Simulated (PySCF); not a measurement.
# C₉H₁₄: excited-state relaxation, vibronic structure

Aim: compute the excited-state relaxation, vibronic structure of C₉H₁₄ (`C=CC1=C[C@H](CC)CC1`).

Computed with PySCF 2.14.0 and routines of our own; the level stands in each step. Atoms count from 0.

## Step 1: The starting structure

23 atoms, charge 0, multiplicity 1; geometry from: GFN2-xTB.

## Step 2: Relaxing the molecule at HF/def2-SVP

What the job is given:

```
{"job": {"xc": "HF", "basis": "def2-SVP", "grid": 1, "kind": "geom"}, "charge": 0, "multiplicity": 1}
C      3.860722     0.354587    -0.330669
C      2.749734    -0.036950    -0.947213
C      1.441080    -0.106275    -0.339808
C      0.336664    -0.578538    -0.922501
C     -0.859114    -0.553298    -0.018484
C     -2.118086    -0.024394    -0.709541
C     -3.342988    -0.086569     0.194309
C     -0.378651     0.319370     1.157464
C      1.155946     0.318985     1.077770
H      3.865248     0.659692     0.702049
H      4.809682     0.381144    -0.838762
H      2.789407    -0.341255    -1.986118
H      0.273408    -0.965670    -1.925688
H     -1.065983    -1.575498     0.326683
H     -1.946086     1.007325    -1.024994
H     -2.304163    -0.619697    -1.606838
H     -4.221573     0.281934    -0.330454
H     -3.534726    -1.111832     0.504368
H     -3.196328     0.519567     1.084968
H     -0.750682     1.336302     1.022036
H     -0.737687    -0.047040     2.117586
H      1.577802     1.298700     1.303783
H      1.591620    -0.403606     1.773071
```

Started as:

```sh
$ OMP_NUM_THREADS=4 python excited_run.py task.json out
```

The driver reads the jobs from task.json and runs them one after another.

Standard output:

```text
step   0  E = -348.68388433  max force = 0.018122
step   1  E = -348.68534374  max force = 0.003722
step   2  E = -348.68539216  max force = 0.000967
step   3  E = -348.68539638  max force = 0.000760
step   4  E = -348.68539863  max force = 0.000484
step   5  E = -348.68540004  max force = 0.000405
optimisation converged
```

It took 27 s on 4 threads of Intel Xeon Platinum 8488C, shared host; peak memory 1.1 GiB.

Along the way:

| step | energy from step 0 (eV) | largest force component (eV/Å) |
| --- | --- | --- |
| 0 | 0.0000 | 0.9319 |
| 1 | -0.0397 | 0.1914 |
| 2 | -0.0410 | 0.0497 |
| 3 | -0.0411 | 0.0391 |
| 4 | -0.0412 | 0.0249 |
| 5 | -0.0412 | 0.0208 |

Close pairs (by a distance rule), those that changed most:

```
  bond  before (Å)  after (Å)  change (Å)
 C1–C2       1.444      1.468      +0.024
 C3–C4       1.499      1.511      +0.011
 C2–C8       1.507      1.515      +0.007
C3–H12       1.077      1.084      +0.007
 C0–H9       1.077      1.083      +0.006
C0–H10       1.077      1.082      +0.006
 C2–C3       1.335      1.330      -0.005
C6–H17       1.088      1.093      +0.005
```

The final coordinates are the input of the step that follows.

```csv
at the end point,value
point group (found at 0.08 Å tolerance),C1
"rotational constants (GHz, main isotopes)","4.922, 0.793, 0.710"
dipole moment (D),0.35
```

## Step 3: Excited-state relaxation: TDA HF/def2-SVP

What the job is given:

```
{"job": {"kind": "xopt", "state": "S1", "method": "TDA", "freq": false, "xc": "HF", "basis": "def2-SVP", "grid": 1}, "charge": 0, "multiplicity": 1}
C      4.070325     0.739490    -0.471944
C      2.946683     0.381745    -1.080457
C      1.615990     0.329129    -0.462711
C      0.509999    -0.091884    -1.069529
C     -0.700744    -0.086705    -0.166223
C     -1.981856     0.419178    -0.835275
C     -3.212360     0.374222     0.065798
C     -0.206073     0.762341     1.026829
C      1.330749     0.696724     0.978705
H      4.096357     1.034559     0.569599
H      5.014170     0.746882    -1.001902
H      2.987787     0.093183    -2.125639
H      0.472447    -0.445343    -2.093916
H     -0.886407    -1.117112     0.166950
H     -1.819251     1.442554    -1.187825
H     -2.172276    -0.183968    -1.728245
H     -4.100083     0.720476    -0.467040
H     -3.409983    -0.643058     0.412733
H     -3.091159     1.007032     0.947252
H     -0.524458     1.797668     0.880665
H     -0.612822     0.433431     1.983702
H      1.794205     1.640011     1.274627
H      1.729471    -0.072542     1.648333
```

Method: TDA HF/def2-SVP excited-state geometry optimisation, gas phase.

Standard output:

```text
final grid: 81232 points
cycle   1  E = -348.5823710673  dE =  2.143e+00  |g| = 5.060e-01  |ddm| = 4.704e+00
cycle   2  E = -348.6772174261  dE = -9.485e-02  |g| = 1.429e-01  |ddm| = 8.090e-01
cycle   3  E = -348.6844923834  dE = -7.275e-03  |g| = 5.427e-02  |ddm| = 3.199e-01
cycle   4  E = -348.6853747463  dE = -8.824e-04  |g| = 7.569e-03  |ddm| = 9.187e-02
cycle   5  E = -348.6853972796  dE = -2.253e-05  |g| = 2.343e-03  |ddm| = 1.462e-02
cycle   6  E = -348.6853997824  dE = -2.503e-06  |g| = 6.503e-04  |ddm| = 5.352e-03
cycle   7  E = -348.6854000120  dE = -2.296e-07  |g| = 1.917e-04  |ddm| = 1.627e-03
cycle   8  E = -348.6854000361  dE = -2.408e-08  |g| = 6.328e-05  |ddm| = 5.722e-04
cycle   9  E = -348.6854000386  dE = -2.580e-09  |g| = 2.200e-05  |ddm| = 1.815e-04
cycle  10  E = -348.6854000390  dE = -3.574e-10  |g| = 8.498e-06  |ddm| = 7.152e-05
converged SCF energy = -348.6854000390

vertical S1 at the ground-state geometry: 6.5503 eV
step    E(state)/Eh    max force   excitation/eV  root
  0    -348.43431146   0.169494     6.7446      1
  1    -348.46273924   0.047061     5.2415      1
  2    -348.46390277   0.022538     5.4461      1
  3    -348.46403911   0.024256     5.4826      1
  4    -348.46523394   0.004433     5.4184      1
  5    -348.46534375   0.001104     5.4319      1
  6    -348.46544614   0.002901     5.4300      1
  7    -348.46566572   0.004914     5.3901      1
  8    -348.46576550   0.001925     5.3535      1
  9    -348.46586789   0.002587     5.3013      1
 10    -348.46599982   0.006989     5.2074      1
 11    -348.46614817   0.011403     4.9853      1
 12    -348.46642704   0.008668     4.9797      1
 13    -348.46742214   0.004807     4.4993      1
 14    -348.46778596   0.015681     4.1538      1
 15    -348.46832310   0.007269     4.2273      1
 16    -348.46833156   0.003743     3.7747      1
 17    -348.46863046   0.002847     3.9796      1
 18    -348.46865607   0.000748     3.9904      1
 19    -348.46865967   0.000311     3.9852      1
optimisation converged
vertical emission 3.9852 eV, adiabatic 5.8978 eV, Stokes shift 2.5651 eV, reorganisation 0.6524 (excited) and 1.9126 eV (ground)
in 1,4-dioxane: absorption 6.2594 eV (f = 1.2182, root 1), emission 3.7351 eV (f = 0.5038, root 1)
in dimethylsulfoxide: absorption 6.2345 eV (f = 1.2237, root 1), emission 3.4196 eV (f = 0.5527, root 1)
```

It took 2.9 min on 4 threads of Intel Xeon Platinum 8488C, shared host; peak memory 1.3 GiB.

Key values:

```csv
quantity,value
"vertical absorption, S1",6.55 eV
"adiabatic energy, S1",5.90 eV
"vertical emission, S1",3.99 eV
"Stokes shift, S1",2.57 eV
"geometry moved (RMSD), S1",0.514 Å
```

Bonds of the start that changed most:

```csv
bond,start (Å),end (Å)
C2–C3,1.330,1.431
C1–C2,1.468,1.423
C0–C1,1.327,1.354
C4–C7,1.546,1.571
C3–C4,1.511,1.493
C7–C8,1.539,1.549
```

## Step 4: Excited-state relaxation: UKS HF/def2-SVP

The job, as its differences from that of step 3:

```diff
@@ -1,2 +1,2 @@
-{"job": {"kind": "xopt", "state": "S1", "method": "TDA", "freq": false, "xc": "HF", "basis": "def2-SVP", "grid": 1}, "charge": 0, "multiplicity": 1}
+{"job": {"kind": "xopt", "state": "T1", "method": "UKS", "freq": false, "xc": "HF", "basis": "def2-SVP", "grid": 1}, "charge": 0, "multiplicity": 1}
 C      4.070325     0.739490    -0.471944
```

With the program's defaults for keys left out, this is: UKS HF/def2-SVP excited-state geometry optimisation, gas phase.

Standard output:

```text
final grid: 81232 points
cycle   1  E = -348.5823710673  dE =  2.143e+00  |g| = 5.060e-01  |ddm| = 4.704e+00
cycle   2  E = -348.6772174261  dE = -9.485e-02  |g| = 1.429e-01  |ddm| = 8.090e-01
cycle   3  E = -348.6844923834  dE = -7.275e-03  |g| = 5.427e-02  |ddm| = 3.199e-01
cycle   4  E = -348.6853747463  dE = -8.824e-04  |g| = 7.569e-03  |ddm| = 9.187e-02
cycle   5  E = -348.6853972796  dE = -2.253e-05  |g| = 2.343e-03  |ddm| = 1.462e-02
cycle   6  E = -348.6853997824  dE = -2.503e-06  |g| = 6.503e-04  |ddm| = 5.352e-03
cycle   7  E = -348.6854000120  dE = -2.296e-07  |g| = 1.917e-04  |ddm| = 1.627e-03
cycle   8  E = -348.6854000361  dE = -2.408e-08  |g| = 6.328e-05  |ddm| = 5.722e-04
cycle   9  E = -348.6854000386  dE = -2.580e-09  |g| = 2.200e-05  |ddm| = 1.815e-04
cycle  10  E = -348.6854000390  dE = -3.574e-10  |g| = 8.498e-06  |ddm| = 7.152e-05
converged SCF energy = -348.6854000390

vertical T1 at the ground-state geometry: 3.0638 eV
step    E(state)/Eh    max force   <S^2>
  0    -348.55887616   0.241829    2.0211
  1    -348.61705293   0.067392    2.0239
  2    -348.61729644   0.057577    2.0272
  3    -348.62083514   0.014088    2.0287
  4    -348.62079637   0.018573    2.0324
  5    -348.62144194   0.021471    2.0529
  6    -348.62301146   0.017999    2.1173
  7    -348.62376604   0.005341    2.1576
  8    -348.62424787   0.004127    2.1586
  9    -348.62467768   0.004057    2.1525
 10    -348.62485974   0.004684    2.1575
 11    -348.62514120   0.003206    2.1650
 12    -348.62520824   0.001505    2.1642
 13    -348.62526368   0.001901    2.1630
 14    -348.62532415   0.002491    2.1635
 15    -348.62546384   0.002371    2.1670
 16    -348.62557637   0.001557    2.1713
 17    -348.62566543   0.001786    2.1753
 18    -348.62570988   0.001254    2.1775
 19    -348.62573476   0.000769    2.1783
 20    -348.62574876   0.000436    2.1783
optimisation converged
vertical emission -0.0731 eV, adiabatic 1.6232 eV, Stokes shift 3.1369 eV, reorganisation 1.4406 (excited) and 1.6962 eV (ground)
```

Wall time 3.6 min (4 threads of Intel Xeon Platinum 8488C, shared host); peak memory 1.2 GiB.

Warnings kept with the result: 1 SCF or response steps did not converge.

From this job:

```csv
quantity,value
"vertical gap at the ground-state geometry, T1",3.06 eV
"adiabatic energy, T1",1.62 eV
"vertical gap at the relaxed geometry, T1",-0.07 eV
"difference of the two gaps, T1",3.14 eV
"geometry moved (RMSD), T1",0.286 Å
```

Bonds of the start that changed most:

| bond | start (Å) | end (Å) |
| --- | --- | --- |
| C2–C3 | 1.330 | 1.516 |
| C1–C2 | 1.468 | 1.375 |
| C0–C1 | 1.327 | 1.406 |
| C8–C2 | 1.515 | 1.510 |
| C8–H21 | 1.092 | 1.090 |
| C8–H22 | 1.095 | 1.097 |

## Step 5: Vibronic structure: TDA HF/def2-SVP

The job, as its differences from that of step 4:

```diff
@@ -1,2 +1,2 @@
-{"job": {"kind": "xopt", "state": "T1", "method": "UKS", "freq": false, "xc": "HF", "basis": "def2-SVP", "grid": 1}, "charge": 0, "multiplicity": 1}
+{"job": {"kind": "vib", "tda": true, "freq": false, "xc": "HF", "basis": "def2-SVP", "grid": 1}, "charge": 0, "multiplicity": 1}
 C      4.070325     0.739490    -0.471944
```

Level: TDA HF/def2-SVP vertical-gradient vibronic structure (displaced harmonic oscillators, Condon), gas phase.

Standard output:

```text
final grid: 81232 points
cycle   1  E = -348.5823710673  dE =  2.143e+00  |g| = 5.060e-01  |ddm| = 4.704e+00
cycle   2  E = -348.6772174261  dE = -9.485e-02  |g| = 1.429e-01  |ddm| = 8.090e-01
cycle   3  E = -348.6844923834  dE = -7.275e-03  |g| = 5.427e-02  |ddm| = 3.199e-01
cycle   4  E = -348.6853747463  dE = -8.824e-04  |g| = 7.569e-03  |ddm| = 9.187e-02
cycle   5  E = -348.6853972796  dE = -2.253e-05  |g| = 2.343e-03  |ddm| = 1.462e-02
cycle   6  E = -348.6853997824  dE = -2.503e-06  |g| = 6.503e-04  |ddm| = 5.352e-03
cycle   7  E = -348.6854000120  dE = -2.296e-07  |g| = 1.917e-04  |ddm| = 1.627e-03
cycle   8  E = -348.6854000361  dE = -2.408e-08  |g| = 6.328e-05  |ddm| = 5.722e-04
cycle   9  E = -348.6854000386  dE = -2.580e-09  |g| = 2.200e-05  |ddm| = 1.815e-04
cycle  10  E = -348.6854000390  dE = -3.574e-10  |g| = 8.498e-06  |ddm| = 7.152e-05
converged SCF energy = -348.6854000390

Singlet excitations (eV, f): 6.550 (1.1291)  8.472 (0.0033)  8.740 (0.0339)  8.927 (0.0002)  8.979 (0.0159)  9.105 (0.0075)

State S1  6.5503 eV  f = 1.12913  H->L 0.93
  relaxed dipole 1.247 D, largest gradient of the excitation energy 0.1422 Eh/bohr
  mode    cm-1        S   lambda/meV  Raman
   49   1669.6    2.6795     554.6   1.000
    1     61.5    4.3276      33.0   0.002
    3    120.2    1.5098      22.5   0.003
   48   1663.5    0.1084      22.4   0.040
   42   1415.6    0.0883      15.5   0.024
   36   1293.8    0.0659      10.6   0.015
    2     89.4    0.9460      10.5   0.001
   12    582.2    0.1339       9.7   0.006
   11    506.4    0.1389       8.7   0.005
    8    337.2    0.1790       7.5   0.003
   35   1264.3    0.0477       7.5   0.010
   29   1136.6    0.0406       5.7   0.007
  reorganisation energy 0.7430 eV, total S 10.533, 0-0 5.8072 eV
  absorption maximum 6.497 eV, width 0.874 eV

State S3  8.7403 eV  f = 0.03395  H-1->L 0.56, H->L+7 0.15
  relaxed dipole 0.266 D, largest gradient of the excitation energy 0.0836 Eh/bohr
  mode    cm-1        S   lambda/meV  Raman
   49   1669.6    1.1515     238.4   1.000
   48   1663.5    0.2513      51.8   0.217
   39   1338.9    0.1612      26.8   0.090
   36   1293.8    0.1420      22.8   0.074
   38   1319.4    0.1295      21.2   0.070
    3    120.2    1.0252      15.3   0.005
    1     61.5    1.7627      13.4   0.002
   20    913.9    0.1014      11.5   0.026
   10    457.4    0.1543       8.7   0.010
   51   2947.1    0.0227       8.3   0.061
    2     89.4    0.6961       7.7   0.002
   23   1000.4    0.0551       6.8   0.017
  reorganisation energy 0.4798 eV, total S 6.079, 0-0 8.2605 eV
  absorption maximum 8.695 eV, width 0.546 eV

State S5  8.9789 eV  f = 0.01595  H->L+1 0.35, H->L+2 0.23, H->L+5 0.11
  relaxed dipole 3.486 D, largest gradient of the excitation energy 0.0754 Eh/bohr
  mode    cm-1        S   lambda/meV  Raman
   49   1669.6    0.9284     192.2   1.000
   13    628.2    0.2296      17.9   0.035
    9    382.5    0.2891      13.7   0.016
   35   1264.3    0.0628       9.8   0.039
   36   1293.8    0.0520       8.3   0.034
   26   1071.1    0.0560       7.4   0.025
   10    457.4    0.1212       6.9   0.010
   60   3046.7    0.0138       5.2   0.049
   55   2990.4    0.0134       5.0   0.046
   25   1055.1    0.0368       4.8   0.016
   33   1244.9    0.0250       3.9   0.015
   24   1010.9    0.0247       3.1   0.010
  reorganisation energy 0.3170 eV, total S 2.597, 0-0 8.6619 eV
  absorption maximum 8.876 eV, width 0.472 eV

State T1  2.8501 eV  f = 0.00000  H->L 0.83
  relaxed dipole 0.400 D, largest gradient of the excitation energy 0.1488 Eh/bohr
  mode    cm-1        S   lambda/meV  Raman
   49   1669.6    3.1997     662.3   1.000
   48   1663.5    0.3623      74.7   0.112
   42   1415.6    0.1641      28.8   0.037
    1     61.5    2.7295      20.8   0.001
    3    120.2    1.2985      19.4   0.002
   36   1293.8    0.1012      16.2   0.019
    2     89.4    0.9077      10.1   0.001
   31   1180.7    0.0544       8.0   0.008
   32   1211.6    0.0497       7.5   0.008
   29   1136.6    0.0521       7.3   0.008
   12    582.2    0.0938       6.8   0.004
    8    337.2    0.1341       5.6   0.002
  reorganisation energy 0.8989 eV, total S 9.451, 0-0 1.9511 eV
  absorption maximum 2.824 eV, width 0.912 eV
```

It took 15 s on 4 threads of Intel Xeon Platinum 8488C, shared host; peak memory 1.3 GiB.

## Step 6: What came out

```
                                                                                 quantity                      value
                                                                              point group                         C1
                                                     rotational constants (main isotopes)       4.92, 0.79, 0.71 GHz
                                        vertical absorption, S1 (step 3, TDA HF/def2-SVP)                    6.55 eV
                                           adiabatic energy, S1 (step 3, TDA HF/def2-SVP)                    5.90 eV
                                          vertical emission, S1 (step 3, TDA HF/def2-SVP)                    3.99 eV
                                               Stokes shift, S1 (step 3, TDA HF/def2-SVP)                    2.57 eV
                  vertical gap at the ground-state geometry, T1 (step 4, UKS HF/def2-SVP)                    3.06 eV
                                           adiabatic energy, T1 (step 4, UKS HF/def2-SVP)                    1.62 eV
                       vertical gap at the relaxed geometry, T1 (step 4, UKS HF/def2-SVP)                   -0.07 eV
                                 difference of the two gaps, T1 (step 4, UKS HF/def2-SVP)                    3.14 eV
S1: vertical, reorganisation, 0-0, total S (step 5, TDA HF/def2-SVP, modes from GFN2-xTB)  6.55, 0.74, 5.81 eV; 10.5
S3: vertical, reorganisation, 0-0, total S (step 5, TDA HF/def2-SVP, modes from GFN2-xTB)   8.74, 0.48, 8.26 eV; 6.1
S5: vertical, reorganisation, 0-0, total S (step 5, TDA HF/def2-SVP, modes from GFN2-xTB)   8.98, 0.32, 8.66 eV; 2.6
```

**Reading.** The optimisation took 5 steps and gained 0.041 eV; among the close pairs (by a distance rule), C1–C2 changed most, from 1.444 to 1.468 Å. In step 3 the harmonic model is doubtful. Where no frequencies were run, the relaxed excited state may be a saddle. In step 3 (excited-state relaxation), among the bonds C2–C3 changes most, from 1.330 to 1.431 Å. The atoms move far more than that, so angles or torsions carry the main change. In step 4 the state is spin-contaminated. In step 4 the gap at the relaxed geometry is under 0.8 eV (below zero), where a single closed-shell reference fails, so that gap and differences built on it are unreliable. In step 4 (excited-state relaxation), among the bonds C2–C3 changes most, from 1.330 to 1.516 Å. The vibronic model keeps the ground-state modes (from xTB) and shifts them along the gradient alone, so it can miss much of the relaxation that a full optimisation finds. ΔSCF (UKS) and response values aren't on one footing and may follow different states, so their differences aren't method errors alone, and singlets and triplets from the two don't rank.
